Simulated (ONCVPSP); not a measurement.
**Cobalt: generating and testing an ONCV potential**

Aim: build the potential from the settings below, then test how well it stands in for the atom: other configurations, scattering, ghost states and the plane-wave cutoff that it needs.

Method: ONCVPSP 4.0.1.1 (patched build), PBEsol, scalar-relativistic.

### 1 The atom and the settings

Typed settings, in words:

```json
{
  "element": "cobalt (Co, Z = 27)",
  "type": "optimised norm-conserving Vanderbilt (ONCV)",
  "frozen core": "[Ne]",
  "valence charge": "17",
  "reference configuration": "3s2 3p6 3d7 4s2",
  "partial waves": "3s+4s: rc 1.10 bohr, ncon 4, nbas 7, qcut 10.4 1/bohr, 2 projectors; 3p: rc 0.75 bohr, ncon 4, nbas 7, qcut 12.6 1/bohr, 2 projectors, debl 0.7 Ha; 3d: rc 1.70 bohr, ncon 4, nbas 8, qcut 7.4 1/bohr, 2 projectors, debl 0.6 Ha; f scattering state at 0.17 Ha: rc 1.85 bohr, ncon 5, nbas 9, qcut 6.6 1/bohr, 3 projectors, debl 0.6 Ha",
  "local potential": "polynomial inside 0.50 bohr (lpopt 1, dvloc0 0 Ha)",
  "core correction": "Teter function, fcfact 5.75, rcfact 1"
}
```

An earlier all-electron run gives the scale for the radii.

All-electron outer shells of the reference configuration (PBEsol, scalar-relativistic, ld1.x):

| shell | level (eV) | outermost node (bohr) | outermost maximum (bohr) |
| --- | --- | --- | --- |
| 2p | -769.45 | – | 0.17 |
| 3s | -102.14 | 0.31 | 0.66 |
| 3p | -65.51 | 0.28 | 0.68 |
| 3d | -8.23 | – | 0.66 |
| 4s | -5.49 | 0.96 | 2.32 |
| 4p | -1.25 | 1.05 | 3.21 |

### 2 Generating the potential

Input file Co.dat:

```
# ATOM AND REFERENCE CONFIGURATION
# atsym  z   nc   nv     iexc    psfile
  Co 27.00    3    4  -116133      upf
#
#   n    l    f
    1    0    2.00
    2    0    2.00
    2    1    6.00
    3    0    2.00
    3    1    6.00
    3    2    7.00
    4    0    2.00
#
# PSEUDOPOTENTIAL AND OPTIMIZATION
# lmax
    3
#
#   l,   rc,      ep,       ncon, nbas, qcut
    0    1.10    0.00    4    7   10.40
    1    0.75    0.00    4    7   12.60
    2    1.70    0.00    4    8    7.40
    3    1.85    0.17    5    9    6.60
#
# LOCAL POTENTIAL
# lloc, lpopt,  rc(5),   dvloc0
    4    1    0.50    0.00
#
# VANDERBILT-KLEINMAN-BYLANDER PROJECTORs
# l, nproj, debl
    0    2    1.50
    1    2    0.70
    2    2    0.60
    3    3    0.60
#
# MODEL CORE CHARGE
# icmod, fcfact, rcfact
    3    5.75    1.00
#
# LOG DERIVATIVE ANALYSIS
# epsh1, epsh2, depsh
   -5.00    5.00    0.04
#
# OUTPUT GRID
# rlmax, drl
    6.00    0.01
#
# TEST CONFIGURATIONS
# ncnf
    4
# nvcnf
#   n    l    f
    4
    3    0    2.00
    3    1    6.00
    3    2    7.00
    4    0    1.00
#
    4
    3    0    2.00
    3    1    6.00
    3    2    7.00
    4    0    0.00
#
    4
    3    0    2.00
    3    1    6.00
    3    2    6.00
    4    0    0.00
#
    4
    3    0    2.00
    3    1    6.00
    3    2    8.00
    4    0    1.00
#
```

Command:

```
oncvpsp.x < Co.dat > Co.out
```

Output in Co.out (without the consistency checks and plot data):

```text
ONCVPSP  (Optimized Norm-Conservinng Vanderbilt PSeudopotential)
scalar-relativistic version 4.0.1.1, modified

#   n    l    f        energy (Ha)
    1    0    2.00    -2.7876397E+02
    2    0    2.00    -3.3003638E+01
    2    1    6.00    -2.8276911E+01
    3    0    2.00    -3.7534896E+00
    3    1    6.00    -2.4074667E+00
    3    2    7.00    -3.0244096E-01
    4    0    2.00    -2.0173199E-01

Reference configufation results
  iterations    31
  all-electron total energy (Ha)   -1.39190198D+03

Begin loop to  construct optimized pseudo wave functions
and semi-local pseudopoentials for all angular momenta

Calculating optimized projector #   1

 for l=   0

    Fraction of norm inside rc  0.871503
    Optimizing pswf for qcut=  10.40 a_B^-1,  ecut=  54.11 Ha
    Residual kinetic energy error=  2.39D-05 Ha

    Energy error per electron        Cutoff
         Ha          eV             Ha
         0.01000     0.27211       33.26
         0.00100     0.02721       42.50
         0.00010     0.00272       49.55
         0.00001     0.00027       77.27

Calculating optimized projector #   2

 for l=   0

    Fraction of norm inside rc  0.029146
    Optimizing pswf for qcut=  10.40 a_B^-1,  ecut=  54.11 Ha
    Residual kinetic energy error=  8.07D-06 Ha

    Energy error per electron        Cutoff
         Ha          eV             Ha
         0.01000     0.27211       21.26
         0.00100     0.02721       35.98
         0.00010     0.00272       45.60
         0.00001     0.00027       53.64

WARNING wellstate: negative energy specified for n= 4 l=  1
WARNING scattering state with energy  0.25000000
WARNING will be used for the first projector

   Wellstate for l =  1  n =  4
     eigenvalue =   0.2500
     asymptotic potential =   0.7500
     half-point radius =  3.3307

Calculating optimized projector #   1

 for l=   1

    Fraction of norm inside rc  0.470643
    Optimizing pswf for qcut=  12.58 a_B^-1,  ecut=  79.16 Ha
    Residual kinetic energy error=  4.12D-04 Ha

    Energy error per electron        Cutoff
         Ha          eV             Ha
         0.01000     0.27211       30.82
         0.00100     0.02721       70.58
         0.00010     0.00272      148.24
         0.00001     0.00027      251.19

Calculating optimized projector #   2

 for l=   1

    Fraction of norm inside rc  0.037305
    Optimizing pswf for qcut=  12.58 a_B^-1,  ecut=  79.16 Ha
    Residual kinetic energy error=  5.66D-05 Ha

    Energy error per electron        Cutoff
         Ha          eV             Ha
         0.01000     0.27211       21.11
         0.00100     0.02721       31.67
         0.00010     0.00272       71.76
         0.00001     0.00027      301.81

   Wellstate for l =  2  n =  4
     eigenvalue =   0.2976
     asymptotic potential =   0.7976
     half-point radius =  6.2062

Calculating optimized projector #   1

 for l=   2

    Fraction of norm inside rc  0.863481
    Optimizing pswf for qcut=   7.41 a_B^-1,  ecut=  27.45 Ha
    Residual kinetic energy error=  1.24D-03 Ha

    Energy error per electron        Cutoff
         Ha          eV             Ha
         0.01000     0.27211       23.42
         0.00100     0.02721       28.16
         0.00010     0.00272       78.53
         0.00001     0.00027      106.46

Calculating optimized projector #   2

 for l=   2

    Fraction of norm inside rc  0.052625
    Optimizing pswf for qcut=   7.41 a_B^-1,  ecut=  27.45 Ha
    Residual kinetic energy error=  3.29D-04 Ha

    Energy error per electron        Cutoff
         Ha          eV             Ha
         0.01000     0.27211       20.13
         0.00100     0.02721       25.40
         0.00010     0.00272       35.65
         0.00001     0.00027       69.21

   Wellstate for l =  3  n =  4
     eigenvalue =   0.1700
     asymptotic potential =   0.6700
     half-point radius = 16.0855

   Wellstate for l =  3  n =  5
     eigenvalue =   0.7700
     asymptotic potential =   1.2700
     half-point radius =  7.7574

   Wellstate for l =  3  n =  6
     eigenvalue =   1.3700
     asymptotic potential =   1.8700
     half-point radius =  7.1190

Calculating optimized projector #   1

 for l=   3

    Fraction of norm inside rc  0.000131
    Optimizing pswf for qcut=   6.61 a_B^-1,  ecut=  21.85 Ha
    Residual kinetic energy error=  1.46D-08 Ha

    Energy error per electron        Cutoff
         Ha          eV             Ha
         0.01000     0.27211        0.32
         0.00100     0.02721        0.72
         0.00010     0.00272        1.74
         0.00001     0.00027        5.22

Calculating optimized projector #   2

 for l=   3

    Fraction of norm inside rc  0.014185
    Optimizing pswf for qcut=   6.61 a_B^-1,  ecut=  21.85 Ha
    Residual kinetic energy error=  3.20D-06 Ha

    Energy error per electron        Cutoff
         Ha          eV             Ha
         0.01000     0.27211        2.43
         0.00100     0.02721        6.95
         0.00010     0.00272       13.76
         0.00001     0.00027       19.42

Calculating optimized projector #   3

 for l=   3

    Fraction of norm inside rc  0.046758
    Optimizing pswf for qcut=   6.61 a_B^-1,  ecut=  21.85 Ha
    Residual kinetic energy error=  2.66D-05 Ha

    Energy error per electron        Cutoff
         Ha          eV             Ha
         0.01000     0.27211        5.57
         0.00100     0.02721       12.52
         0.00010     0.00272       18.81
         0.00001     0.00027       23.84

Construct Vanderbilt / Kleinmman-Bylander projectors

B matrix Hermiticity error, ll=   0
   1   2    3.6866E-04

  Orthonormal projector coefficients  2.9659E+01  3.5372E+00

B matrix Hermiticity error, ll=   1
   1   2    3.1999E-04

  Orthonormal projector coefficients  1.8428E+01  4.0673E+00

B matrix Hermiticity error, ll=   2
   1   2    4.0941E-05

  Orthonormal projector coefficients -8.5351E+00 -4.7155E+00

B matrix Hermiticity error, ll=   3
   1   2    5.9262E-08
   1   3   -2.6072E-07
   2   3    1.6189E-06

  Orthonormal projector coefficients -1.6878E+02 -1.2934E+01 -2.0234E+00

Model core correction analysis
  based on d2Exc/dn_idn_j

d2excae - all-electron derivatives

   -4.242668D-02   -3.948250D-02   -2.878122D-02   -1.931440D-03
   -3.948271D-02   -3.791519D-02   -2.842572D-02   -2.343743D-03
   -2.878163D-02   -2.842596D-02   -2.612474D-02   -7.052693D-03
   -1.931393D-03   -2.343608D-03   -7.050975D-03   -3.229030D-02

d2excps - pseudofunction derivatives with no core correction

   -4.928913D-02   -4.427226D-02   -2.615601D-02   -2.543049D-03
   -4.427307D-02   -4.217566D-02   -2.692380D-02   -2.747785D-03
   -2.615621D-02   -2.692393D-02   -2.779068D-02   -6.739842D-03
   -2.543138D-03   -2.747696D-03   -6.738125D-03   -3.228748D-02

rms 2nd derivative error    2.888300E-03

rmatch, rhocmatch    0.4112   38.0964

Teter function model core charge with specified parameters

d2excps - pseudofunction derivatives with core correction

   -4.529275D-02   -4.300047D-02   -2.612875D-02   -2.266651D-03
   -4.300062D-02   -4.150215D-02   -2.687812D-02   -2.660885D-03
   -2.612898D-02   -2.687827D-02   -2.777128D-02   -6.739072D-03
   -2.266641D-03   -2.660793D-03   -6.737356D-03   -3.226829D-02

rms 2nd derivative error    2.061996E-03

Pseudoatom total energy -138.778808

Diagnostic tests using Vanderbilt-Kleinman-Bylander pseudopotentials
  1 or more projectors used as specified by nproj input data

   l    rcore       rmatch      e in        delta e   norm test  slope test

   0   1.1033030   1.1368017  -3.7534896  -0.0000074   1.0001907   1.0001962
   0   1.1033030   1.1368017  -0.2017320   0.0000081   1.0000778   1.0000681

   1   0.7523571   0.7752003  -2.4074667  -0.0000632   1.0001911   1.0003088
   1   0.7523571   0.7752003   0.2500000   0.0000558   1.0004896   1.0004896

   2   1.7074476   1.7592895  -0.3024410  -0.0000027   1.0001075   1.0001141
   2   1.7074476   1.7592895   0.2975590   0.0000015   1.0001989   1.0001989

   3   1.8566033   1.9129738   0.1700000   0.0000103   1.0000264   1.0000264
   3   1.8566033   1.9129738   0.7700000   0.0000177   1.0000403   1.0000403
   3   1.8566033   1.9129738   1.3700000   0.0000253   1.0000614   1.0000614

 Testing for bound ghosts
   n   l    E NL Schr. Eq   E Basis Diag.   E Cutoff

   1   0       -3.753497       -3.753451    155.44
   2   0       -0.201724        0.110840    155.44

   2   1       -2.407530       -2.391151    390.92

   3   2       -0.302444       -0.301712    118.35

       3                     -101.853994    175.73  WARNING - GHOST(-)

 Testing for highly-localized positive-energy ghosts
       l    <radius>/rc     E Basis Diag.   E Cutoff

       0        0.572869       13.623104    155.44  WARNING - GHOST(+)

Test configuration 0

   n   l     f        eae           eps        diff
   1   0  2.0000 -278.76397181
   2   0  2.0000  -33.00363803
   2   1  6.0000  -28.27691133
   3   0  2.0000   -3.75348965   -3.75349707   -7.42D-06
   3   1  6.0000   -2.40746673   -2.40752997   -6.32D-05
   3   2  7.0000   -0.30244096   -0.30244369   -2.73D-06
   4   0  2.0000   -0.20173199   -0.20172384    8.15D-06

    Total energies and differences
      AE_ref= -1.39190198D+03  AE_tst= -1.39190198D+03  dif=  0.00D+00
      PS_ref= -1.38778808D+02  PS_tst= -1.38778808D+02  dif=  5.14D-12
      PSP excitation error= -5.14D-12

Test configuration 1

   n   l     f        eae           eps        diff
   1   0  2.0000 -279.09026526
   2   0  2.0000  -33.32272460
   2   1  6.0000  -28.59660549
   3   0  2.0000   -4.07783580   -4.07920777   -1.37D-03
   3   1  6.0000   -2.73232393   -2.73331840   -9.94D-04
   3   2  7.0000   -0.62431928   -0.62576961   -1.45D-03
   4   0  1.0000   -0.46887389   -0.46855920    3.15D-04

    Total energies and differences
      AE_ref= -1.39190198D+03  AE_tst= -1.39156955D+03  dif=  3.32D-01
      PS_ref= -1.38778808D+02  PS_tst= -1.38446485D+02  dif=  3.32D-01
      PSP excitation error=  1.09D-04

Test configuration 2

   n   l     f        eae           eps        diff
   1   0  2.0000 -279.46978424
   2   0  2.0000  -33.69111342
   2   1  6.0000  -28.96592460
   3   0  2.0000   -4.45274465   -4.45667381   -3.93D-03
   3   1  6.0000   -3.10755214   -3.11043156   -2.88D-03
   3   2  7.0000   -0.99352301   -0.99738189   -3.86D-03

    Total energies and differences
      AE_ref= -1.39190198D+03  AE_tst= -1.39095592D+03  dif=  9.46D-01
      PS_ref= -1.38778808D+02  PS_tst= -1.37833347D+02  dif=  9.45D-01
      PSP excitation error=  5.98D-04

Test configuration 3

   n   l     f        eae           eps        diff
   1   0  2.0000 -280.20169538
   2   0  2.0000  -34.44499710
   2   1  6.0000  -29.71778738
   3   0  2.0000   -5.16071009   -5.15479795    5.91D-03
   3   1  6.0000   -3.80682645   -3.80141712    5.41D-03
   3   2  6.0000   -1.65852407   -1.64601183    1.25D-02

    Total energies and differences
      AE_ref= -1.39190198D+03  AE_tst= -1.38963893D+03  dif=  2.26D+00
      PS_ref= -1.38778808D+02  PS_tst= -1.36518825D+02  dif=  2.26D+00
      PSP excitation error=  3.07D-03

Test configuration 4

   n   l     f        eae           eps        diff
   1   0  2.0000 -278.59022778
   2   0  2.0000  -32.80840336
   2   1  6.0000  -28.08378250
   3   0  2.0000   -3.57704780   -3.57815227   -1.10D-03
   3   1  6.0000   -2.23596774   -2.23577638    1.91D-04
   3   2  8.0000   -0.15646186   -0.15891397   -2.45D-03
   4   0  1.0000   -0.16090439   -0.15912899    1.78D-03

    Total energies and differences
      AE_ref= -1.39190198D+03  AE_tst= -1.39194663D+03  dif= -4.47D-02
      PS_ref= -1.38778808D+02  PS_tst= -1.38826220D+02  dif= -4.74D-02
      PSP excitation error=  2.76D-03
```

It took 8.2 s on 1 thread of Neoverse-N1, shared host.

The projector energies used in the p channel were -2.407, 0.250 Ha; the program set a typed value aside.

All-electron and pseudo partial waves u(r) = r·R(r), from the program's wave files:

```tsv
r (bohr)	3d AE	3d PS	3s AE	3s PS
0.093	0.0692	0.0049	-0.2281	0.1665
0.185	0.2803	0.0373	-0.6704	0.3491
0.278	0.5231	0.1181	-0.2440	0.5572
0.370	0.7194	0.2520	0.3859	0.7734
0.463	0.8532	0.4321	0.8859	0.9741
0.555	0.9256	0.6307	1.1669	1.1230
0.648	0.9512	0.8210	1.2665	1.2000
0.740	0.9435	0.9707	1.2408	1.1968
0.833	0.9142	1.0639	1.1425	1.1244
0.925	0.8727	1.0918	1.0117	1.0075
1.018	0.8239	1.0591	0.8699	0.8695
1.110	0.7728	0.9801	0.7345	0.7344
1.203	0.7209	0.8727	0.6100	0.6098
1.295	0.6707	0.7617	0.5018	0.5017
1.388	0.6222	0.6635	0.4085	0.4084
1.480	0.5767	0.5892	0.3309	0.3308
1.573	0.5337	0.5353	0.2660	0.2659
1.665	0.4940	0.4940	0.2133	0.2133
1.758	0.4568	0.4568	0.1701	0.1700
1.850	0.4228	0.4227	0.1355	0.1355
1.943	0.3910	0.3909	0.1075	0.1074
2.035	0.3619	0.3619	0.0853	0.0852
2.128	0.3349	0.3348	0.0673	0.0673
2.220	0.3101	0.3101	0.0532	0.0532
2.313	0.2871	0.2870	0.0419	0.0419
2.405	0.2660	0.2660	0.0331	0.0330
```

Densities times 4π (e/bohr³); a dash where the program caps the true core:

```tsv
r (bohr)	pseudo valence	true core	model core
0.093	8.771	–	186.2
0.278	24.22	–	48.04
0.463	39.77	16.52	1.872
0.648	38.53	0.7708	0.002654
0.833	25.69	0.03472	1.969e-05
1.018	13.66	0.001568	1.857e-06
1.203	6.15	7.282e-05	2.222e-06
1.388	2.661	3.483e-06	0
1.573	1.346	1.856e-07	0
1.758	0.8058	0	0
1.943	0.5281	0	0
2.128	0.3685	0	0
2.313	0.2678	0	0
```

### 3 The configuration tests of the same run

Excitation and ionisation energies from 3s2 3p6 3d7 4s2, with the error of the potential.

| valence configuration | charge | ΔE all-electron (eV) | error AE − PS (meV) |
| --- | --- | --- | --- |
| 3s2 3p6 3d7 4s1 | +1 | 9.046 | +3.0 |
| 3s2 3p6 3d7 4s0 | +2 | 25.744 | +16 |
| 3s2 3p6 3d6 4s0 | +3 | 61.581 | +84 |
| 3s2 3p6 3d8 4s1 | 0 | -1.215 | +75 |

### 4 Does it scatter like the atom?

Taken from the files of the generation run. The phase is arctan(r·R′/R) of the radial function R, unwrapped, with energies in Ha. A pole is an energy at which the radial function vanishes at the test radius. The pseudo phase is shifted by a multiple of π to meet the all-electron one at the reference energy. Levels narrower than the energy grid can be missing from the poles. The last column is the largest difference on the grid between −0.5 and +0.5 Ha.

| channel | radius (bohr) | reference (Ha) | poles AE | poles PS | window around the reference with phases within 0.05 rad (Ha) | largest difference near zero (rad) |
| --- | --- | --- | --- | --- | --- | --- |
| s | 1.12 | -0.20 | -2.15 | -2.15 | the whole range | 0.000 |
| p | 0.76 | -2.41 | none | none | the whole range | 0.000 |
| d | 1.73 | -0.30 | 0.02 | 0.02, 3.84 | below 1.5 | 0.000 |
| f | 1.88 | 0.17 | 4.28 | 4.28 | the whole range | 0.000 |

Phases (rad) along the scan:

```tsv
E (Ha)	p AE	p PS	d AE	d PS
-4.96	-0.257	-0.257	1.349	1.348
-4.48	-0.422	-0.423	1.335	1.334
-4.00	-0.575	-0.575	1.318	1.317
-3.52	-0.711	-0.711	1.297	1.295
-3.04	-0.828	-0.828	1.269	1.268
-2.56	-0.927	-0.927	1.232	1.231
-2.08	-1.011	-1.011	1.177	1.176
-1.60	-1.083	-1.083	1.084	1.082
-1.12	-1.144	-1.144	0.870	0.868
-0.64	-1.197	-1.197	-0.051	-0.052
-0.16	-1.242	-1.242	-1.401	-1.401
0.32	-1.282	-1.282	-1.747	-1.747
0.80	-1.317	-1.317	-1.977	-1.978
1.28	-1.348	-1.348	-2.315	-2.330
1.76	-1.376	-1.376	-3.025	-3.125
2.24	-1.401	-1.401	-3.851	-3.989
2.72	-1.424	-1.424	-4.244	-4.363
3.20	-1.445	-1.445	-4.425	-4.545
3.68	-1.465	-1.465	-4.527	-4.673
4.16	-1.483	-1.483	-4.596	-4.802
4.64	-1.499	-1.500	-4.646	-5.021
```

### 5 Plane-wave cutoff and ghosts

Read off the output, the cutoffs (Ha) at which the residual kinetic energy of the hardest occupied pseudo-wave falls to 1 and 0.1 mHa per electron: 71 Ha and 148 Ha.

The program's own ghost test: GHOST(-) flagged for f at -2771.6 eV; GHOST(+) flagged for s at 370.7 eV.

Cutoff (Ha) at which the first wave of each channel reaches a given error (Ha per electron):

```tsv
error	s	p	d	f
1.0e-02	33.3	30.8	23.4	0.3
3.2e-03	38.3	58.9	25.8	0.5
1.0e-03	42.5	70.6	28.2	0.7
3.2e-04	46.2	82.6	56.6	1.1
1.0e-04	49.5	148.2	78.5	1.7
3.2e-05	53.7	227.2	85.7	2.9
1.0e-05	77.3	251.2	106.5	5.2
```

### 6 Outcome

| quantity | value |
| --- | --- |
| cutoffs for 1 and 0.1 mHa per electron, occupied waves | 71 Ha and 148 Ha |
| bound ghosts | f at -2771.59 eV |
| GHOST(+) flags | s at 371 eV |
| largest test error (AE − PS) | +84 meV, for 3s2 3p6 3d6 4s0 |
| largest phase difference near zero energy, channels read | 0.000 rad |
| rms error of d²Exc/dn², without and with the model core | 2.89 and 2.06 mHa |
| projector energies reset by the program | p: -2.407, 0.250 Ha |

**Reading.** It has a bound ghost (f), a state that the atom doesn't have, and that rules the file out. The worst unpolarised test, 3s2 3p6 3d6 4s0, is off by 84 meV on 61.6 eV; by total energies transferability rates as fair. That test lies far up in energy; among those under 40 eV, nearer to bonding, the largest error is 75 meV. The potential is very hard: the looser tolerance needs 71 Ha. At the looser tolerance the 3p wave is the slowest; 3s needs 42 Ha. Near zero energy the phases of the channels with partial waves agree within 0.001 rad. The program also flags highly localised states, GHOST(+) (s).
